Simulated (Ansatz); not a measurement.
# ClF₂GeH₃Si: one species, many methods

One table from this session's results is given with a row withheld; the runs are named, their logs left out.

Program: Ansatz 0.2.0, Gaussian basis. Level of theory: functionals in def2-TZVPP, the program's frozen cores in correlated methods. These are calculated values, not measurements.

Levels to be run: LDA (SPW92), PBE-D4, revPBE-D4, BLYP-D4, r2SCAN-D4, B97M-V, PBE0-D4, B3LYP-D4, r2SCANh-D4, r2SCAN0-D4, HSE06-D4, BHLYP-D4, CAM-B3LYP-D4, LC-ωPBE, ωB97X-V, ωB97M-V, B2PLYP, PBE-QIDH; CCSD(T)/def2-SVP; CCSD(T)/def2-TZVPP; MP2/def2-QZVPP; extrapolation to the limit; RPA on PBE.

## The geometry

The geometry comes from an earlier relaxation with PBE0-D4 in a triple-zeta def2 set; it is a stationary point, not always the lowest conformer.

SMILES `[F][Ge]([F])([SiH3])[Cl]`, 8 atoms, charge 0, spin multiplicity 1.

Atoms are counted from 1 here; the program's logs count them from 0.

Bond lengths: F1–Ge2 1.724 Å, Ge2–F3 1.724 Å, Ge2–Si4 2.383 Å, Ge2–Cl5 2.129 Å, Si4–H6 1.481 Å, Si4–H7 1.481 Å, Si4–H8 1.481 Å. Angles: F1–Ge2–F3 103.8°, F1–Ge2–Si4 112.3°, F1–Ge2–Cl5 106.2°, F3–Ge2–Si4 112.3°, F3–Ge2–Cl5 106.2°, Si4–Ge2–Cl5 115.2°, Ge2–Si4–H6 106.9°, Ge2–Si4–H7 107.6°, Ge2–Si4–H8 106.9°, H6–Si4–H7 111.8°, H6–Si4–H8 111.5°, H7–Si4–H8 111.8°.

The first run:

File in.yaml:

```yaml
crystal:
  periodic: [false, false, false]
  atoms:
    - {symbol: F, position_ang: [1.561806, -0.565033, 1.692442]}
    - {symbol: Ge, position_ang: [1.073519, 0.071809, 0.166075]}
    - {symbol: F, position_ang: [2.014800, -0.818991, -0.971578]}
    - {symbol: Si, position_ang: [-1.266516, -0.174361, -0.208346]}
    - {symbol: Cl, position_ang: [1.796393, 2.073661, 0.098155]}
    - {symbol: H, position_ang: [-1.955962, 0.599621, 0.849136]}
    - {symbol: H, position_ang: [-1.584356, -1.618368, -0.127129]}
    - {symbol: H, position_ang: [-1.547683, 0.374562, -1.554556]}
basis:
  gaussian: {orbitals: def2-TZVPP}
hamiltonian: {xc: lda}
output: {orbitals: {seedname: orbitals}}
```

Run with:

```bash
$ ansatz run in.yaml --threads 4 --pin off --events-out ev --progress --plain --max-ram 10444MiB
```

Steps of the session up to this table: LDA; PBE-D4 (GGA); revPBE-D4 (GGA); BLYP-D4 (GGA); r2SCAN-D4 (meta-GGA); B97M-V (meta-GGA); PBE0-D4 (hybrid); B3LYP-D4 (hybrid); r2SCANh-D4 (hybrid); r2SCAN0-D4 (hybrid); HSE06-D4 (hybrid); BHLYP-D4 (hybrid); CAM-B3LYP-D4 (range-separated); LC-ωPBE (range-separated); ωB97X-V (range-separated); ωB97M-V (range-separated); B2PLYP (double hybrid); PBE-QIDH (double hybrid).

One of the session's tables, all rows but one given; the rest of the session is left out.

It belongs to the step «Orbital energies across the functionals». 

```
  functional  HOMO (eV)  gap (eV)
 LDA (SPW92)      -8.05      5.80
      PBE-D4      -7.90      5.95
   revPBE-D4      -7.84      6.01
     BLYP-D4          ?         ?
   r2SCAN-D4      -8.25      6.61
      B97M-V      -8.36      6.69
     PBE0-D4      -9.21      8.20
    B3LYP-D4      -8.97      7.68
  r2SCANh-D4      -8.72      7.41
  r2SCAN0-D4      -9.43      8.60
    HSE06-D4      -8.81      7.43
    BHLYP-D4     -10.38     10.35
CAM-B3LYP-D4     -10.51     10.51
     LC-ωPBE     -11.82     13.01
     ωB97X-V     -11.48     12.61
     ωB97M-V     -11.28     12.14
```

Estimate the missing values for BLYP-D4.

Worked estimate for «HOMO (eV)». Against the share of exact exchange, B3LYP-D4 (0.2, -8.97), BHLYP-D4 (0.5, -10.38) give a slope of -4.70 per unit share; at 0 the line stands at -8.03.

**Answer.** HOMO (eV): -7.75; gap (eV): 5.88. In «HOMO (eV)» the line misses by -0.28.
